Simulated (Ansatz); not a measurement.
**InGa3P4: a closer look at a trial structure**

This session takes a relaxed cell of InGa3P4 and sets out to see how the gap depends on the functional.

Program: Ansatz 0.2.0. Level of theory: DFT PBE, scalar-relativistic, plane waves, PAW, unless a step names another level. These are calculated values, not measurements.

## Step 1: Starting point

Symmetry: P-43m, No. 215, cubic system. The conventional cell has a = 5.621 Å, b = 5.621 Å, c = 5.621 Å, α = 90.00°, β = 90.00°, γ = 90.00°. Around In (site symmetry -43m) lie 4 P at 2.53 Å. Around Ga (site symmetry -42m) lie 4 P at 2.40 Å. P (site symmetry 3m) is surrounded by 3 Ga at 2.40 Å and 1 In at 2.53 Å.

Coordinates:

```
CELL_PARAMETERS angstrom
5.62090 0.00000 0.00000
0.00000 5.62090 0.00000
0.00000 0.00000 5.62090
ATOMIC_POSITIONS crystal
In 0.50000 0.50000 0.50000
Ga 0.00000 0.00000 0.50000
Ga 0.00000 0.50000 0.00000
Ga 0.50000 0.00000 0.00000
P 0.76001 0.76001 0.76001
P 0.76001 0.23999 0.23999
P 0.23999 0.76001 0.23999
P 0.23999 0.23999 0.76001
```

The cell was relaxed beforehand at this level, from a generated guess; it needn't be the stable form of this composition. At a tolerance of 0.02 Å it has space group P-43m (No. 215); it has 22.20 Å³/atom, an uncorrected energy of -0.36 eV/atom over the elements and, on its mesh, gap 1.05 eV.

## Step 2: Level of theory: r2SCAN

input.yaml

```yaml
crystal:
  lattice:
    - [5.620898, 0.0, 0.0]
    - [0.0, 5.620898, 0.0]
    - [0.0, 0.0, 5.620898]
  atoms:
    - { symbol: In, position: [0.5, 0.5, 0.5] }
    - { symbol: Ga, position: [0.0, 0.0, 0.5] }
    - { symbol: Ga, position: [0.0, 0.5, 0.0] }
    - { symbol: Ga, position: [0.5, 0.0, 0.0] }
    - { symbol: P, position: [0.760013, 0.760013, 0.760013] }
    - { symbol: P, position: [0.760013, 0.239987, 0.239987] }
    - { symbol: P, position: [0.239987, 0.760013, 0.239987] }
    - { symbol: P, position: [0.239987, 0.239987, 0.760013] }
basis:
  ecutwfc: 500
kpoints:
  mp_grid: { grid: [6, 6, 6] }
  band_path:
    path:
      - [[0.0, 0.0, 0.0], [0.0, 0.5, 0.0], [0.5, 0.5, 0.0], [0.0, 0.0, 0.0], [0.5, 0.5, 0.5], [0.0, 0.5, 0.0]]
      - [[0.5, 0.5, 0.5], [0.5, 0.5, 0.0]]
    npoints: 14
hamiltonian:
  xc: r2scan
scf:
  occupations: { method: gaussian, width: 0.02 }
  n_extra_bands: 20
output:
  forces: true
  stress: true
  eigenvalues: true
  populations: true
  dos: { projected: true, de: 0.02, nscf_kmesh: { grid: [9, 9, 9] } }
  bader: true
  write_density: true
  write_potential: true
  elf: true
  volumetric_format: npy
```

Run with:

```bash
> ansatz run input.yaml --threads 4 --pin off --max-ram 8192MiB --backend cpu --events-out ev --progress --plain --runs-dir out
```

## Step 3: Seeking the band edges over the whole zone (r2SCAN)

input.yaml

```yaml
crystal:
  lattice:
    - [5.620898, 0.0, 0.0]
    - [0.0, 5.620898, 0.0]
    - [0.0, 0.0, 5.620898]
  atoms:
    - { symbol: In, position: [0.5, 0.5, 0.5] }
    - { symbol: Ga, position: [0.0, 0.0, 0.5] }
    - { symbol: Ga, position: [0.0, 0.5, 0.0] }
    - { symbol: Ga, position: [0.5, 0.0, 0.0] }
    - { symbol: P, position: [0.760013, 0.760013, 0.760013] }
    - { symbol: P, position: [0.760013, 0.239987, 0.239987] }
    - { symbol: P, position: [0.239987, 0.760013, 0.239987] }
    - { symbol: P, position: [0.239987, 0.239987, 0.760013] }
basis:
  ecutwfc: 500
kpoints:
  mp_grid: { grid: [6, 6, 6] }
  band_path: { path: [VBM, CBM], npoints: 2 }
hamiltonian:
  xc: r2scan
scf:
  occupations: { method: gaussian, width: 0.02 }
output:
  forces: false
  stress: false
  eigenvalues: true
checkpoint:
  read: start.run
  write: ck
  compress: false
  write_wavefunctions: false
  write_every: 100000
```

## Step 4: Levels beside the edges (r2SCAN)

input.yaml: that of step 3 with these lines changed.

```diff
@@ -18,3 +18,2 @@
   mp_grid: { grid: [6, 6, 6] }
-  band_path: { path: [VBM, CBM], npoints: 2 }
 hamiltonian:
@@ -27,2 +26,35 @@
   eigenvalues: true
+  eigenstates:
+    kpoints:
+      - [0.0, 0.0, 0.0]
+      - [0.017891874, 0.0, 0.0]
+      - [-0.017891874, 0.0, 0.0]
+      - [0.0, 0.017891874, 0.0]
+      - [0.0, -0.017891874, 0.0]
+      - [0.0, 0.0, 0.017891874]
+      - [0.0, 0.0, -0.017891874]
+      - [0.012651465, 0.012651465, 0.0]
+      - [-0.012651465, -0.012651465, 0.0]
+      - [0.012651465, 0.0, 0.012651465]
+      - [-0.012651465, 0.0, -0.012651465]
+      - [0.0, 0.012651465, 0.012651465]
+      - [0.0, -0.012651465, -0.012651465]
+      - [0.010329878, 0.010329878, 0.010329878]
+      - [-0.010329878, -0.010329878, -0.010329878]
+      - [0.0, 0.0, 0.0]
+      - [0.017891874, 0.0, 0.0]
+      - [-0.017891874, 0.0, 0.0]
+      - [0.0, 0.017891874, 0.0]
+      - [0.0, -0.017891874, 0.0]
+      - [0.0, 0.0, 0.017891874]
+      - [0.0, 0.0, -0.017891874]
+      - [0.012651465, 0.012651465, 0.0]
+      - [-0.012651465, -0.012651465, 0.0]
+      - [0.012651465, 0.0, 0.012651465]
+      - [-0.012651465, 0.0, -0.012651465]
+      - [0.0, 0.012651465, 0.012651465]
+      - [0.0, -0.012651465, -0.012651465]
+      - [0.010329878, 0.010329878, 0.010329878]
+      - [-0.010329878, -0.010329878, -0.010329878]
+    e_range: [-2.96346, 2.96346]
 checkpoint:
```

(Steps that only read results are left out.)

Before running it: what results should come out? Wanted: gap; Bader charges; gap over the zone; valence top, conduction bottom; hole masses; electron masses.

The runs gave:

| quantity | value |
| --- | --- |
| gap (r2SCAN) | 1.46 eV, direct on the path |
| Bader charges (r2SCAN) | In +0.94, Ga +0.91, P -0.92 e |
| gap over the zone (r2SCAN) | 1.46 eV, direct |
| valence top, conduction bottom (fractional k) (r2SCAN) | (0.000, 0.000, 0.000), (0.000, 0.000, 0.000) |
| hole masses (r2SCAN) | 0.08 to 2.99 m0 along the directions sampled |
| electron masses (r2SCAN) | 0.12 to 0.12 m0 along the directions sampled |

**Reading.** The gap runs from 1.05 eV with PBE to 1.46 eV with r2SCAN. At this fixed cell r2SCAN gives -2.2 GPa, so it would relax to a smaller volume.
